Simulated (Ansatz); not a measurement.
# CH₇BO₂Si: one species, many methods

One table from this session's results is given with a row withheld; the runs are named, their logs left out.

Method: functionals in def2-TZVPP, the program's frozen cores in correlated methods; program: Ansatz 0.2.0, Gaussian basis.

Levels to be run: LDA (SPW92), PBE-D4, revPBE-D4, BLYP-D4, r2SCAN-D4, B97M-V, PBE0-D4, B3LYP-D4, r2SCANh-D4, r2SCAN0-D4, HSE06-D4, BHLYP-D4, CAM-B3LYP-D4, LC-ωPBE, ωB97X-V, ωB97M-V, B2PLYP, PBE-QIDH; CCSD(T)/def2-SVP; CCSD(T)/def2-TZVPP; MP2/def2-QZVPP; extrapolation to the limit; RPA on PBE.

**The geometry**

An earlier PBE0-D4 in a triple-zeta def2 set relaxation fixed the geometry.

SMILES `BOC(O)[SiH3]`, 12 atoms, charge 0, spin multiplicity 1.

Atoms are counted from 1 here; the program's logs count them from 0.

Bond lengths: B1–O2 1.343 Å, B1–H6 1.204 Å, B1–H7 1.195 Å, O2–C3 1.429 Å, C3–O4 1.388 Å, C3–Si5 1.911 Å, C3–H8 1.101 Å, O4–H9 0.963 Å, Si5–H10 1.482 Å, Si5–H11 1.486 Å, Si5–H12 1.485 Å. Angles: O2–B1–H6 119.9°, O2–B1–H7 117.2°, H6–B1–H7 122.9°, B1–O2–C3 121.9°, O2–C3–O4 110.1°, O2–C3–Si5 108.7°, O2–C3–H8 107.5°, O4–C3–Si5 107.8°, O4–C3–H8 111.5°, Si5–C3–H8 111.1°, C3–O4–H9 109.4°, C3–Si5–H10 109.3°, C3–Si5–H11 107.8°, C3–Si5–H12 109.0°, H10–Si5–H11 110.4°, H10–Si5–H12 110.7°, H11–Si5–H12 109.6°.

Geometry (Å):

```mol
CH7BO2Si
  3D, bonds by distance, orders not assigned

 12 11  0  0  0  0  0  0  0  0999 V2000
   -0.2566    1.7479    1.1733 B   0  0
   -0.1261    1.1060    0.0009 O   0  0
   -0.4104   -0.2877   -0.1334 C   0  0
   -1.4006   -0.4832   -1.0860 O   0  0
    1.1668   -1.1807   -0.7376 Si  0  0
   -0.6553    1.1537    2.1415 H   0  0
    0.0300    2.9080    1.1952 H   0  0
   -0.7226   -0.6589    0.8550 H   0  0
   -2.2388   -0.1490   -0.7493 H   0  0
    1.5539   -0.6465   -2.0647 H   0  0
    2.2415   -0.9267    0.2562 H   0  0
    0.8954   -2.6381   -0.8172 H   0  0
  1  2  8  0
  2  3  8  0
  3  4  8  0
  3  5  8  0
  1  6  8  0
  1  7  8  0
  3  8  8  0
  4  9  8  0
  5 10  8  0
  5 11  8  0
  5 12  8  0
M  END
```

Set-up of the first run:

Contents of in.yaml:

```yaml
crystal:
  periodic: [false, false, false]
  atoms:
    - {symbol: B, position_ang: [-0.256650, 1.747867, 1.173345]}
    - {symbol: O, position_ang: [-0.126074, 1.106043, 0.000944]}
    - {symbol: C, position_ang: [-0.410409, -0.287664, -0.133437]}
    - {symbol: O, position_ang: [-1.400632, -0.483215, -1.085962]}
    - {symbol: Si, position_ang: [1.166809, -1.180705, -0.737623]}
    - {symbol: H, position_ang: [-0.655292, 1.153679, 2.141479]}
    - {symbol: H, position_ang: [0.029977, 2.908027, 1.195226]}
    - {symbol: H, position_ang: [-0.722639, -0.658888, 0.855006]}
    - {symbol: H, position_ang: [-2.238840, -0.148954, -0.749348]}
    - {symbol: H, position_ang: [1.553950, -0.646518, -2.064683]}
    - {symbol: H, position_ang: [2.241465, -0.926733, 0.256180]}
    - {symbol: H, position_ang: [0.895434, -2.638140, -0.817228]}
basis:
  gaussian: {orbitals: def2-TZVPP}
hamiltonian: {xc: lda}
output: {orbitals: {seedname: orbitals}}
```

Started as:

```
$ ansatz run in.yaml --threads 4 --pin off --events-out ev --progress --plain --max-ram 10444MiB
```

Steps of the session up to this table: LDA; PBE-D4 (GGA); revPBE-D4 (GGA); BLYP-D4 (GGA); r2SCAN-D4 (meta-GGA); B97M-V (meta-GGA); PBE0-D4 (hybrid); B3LYP-D4 (hybrid); r2SCANh-D4 (hybrid); r2SCAN0-D4 (hybrid); HSE06-D4 (hybrid); BHLYP-D4 (hybrid); CAM-B3LYP-D4 (range-separated); LC-ωPBE (range-separated); ωB97X-V (range-separated); ωB97M-V (range-separated); B2PLYP (double hybrid); PBE-QIDH (double hybrid).

One of the session's tables, all rows but one given; the rest of the session is left out.

It belongs to the step «Orbital energies across the functionals». 

```
  functional  HOMO (eV)  gap (eV)
 LDA (SPW92)      -7.08      5.15
      PBE-D4      -6.95      5.31
   revPBE-D4      -6.89      5.36
     BLYP-D4      -6.87      5.35
   r2SCAN-D4      -7.23      5.97
      B97M-V      -7.41      5.98
     PBE0-D4      -8.39      7.73
    B3LYP-D4      -8.19      7.28
  r2SCANh-D4      -7.77      6.86
  r2SCAN0-D4      -8.58      8.16
    HSE06-D4      -7.99      6.95
    BHLYP-D4      -9.75     10.04
CAM-B3LYP-D4      -9.83     10.21
     LC-ωPBE     -11.15     12.76
     ωB97X-V     -10.82     12.29
     ωB97M-V          ?         ?
```

Estimate the missing values for ωB97M-V.

The run gave: HOMO (eV): -10.73; gap (eV): 11.90. In the column «HOMO (eV)» it lies between ωB97X-V (-10.82) and CAM-B3LYP-D4 (-9.83).
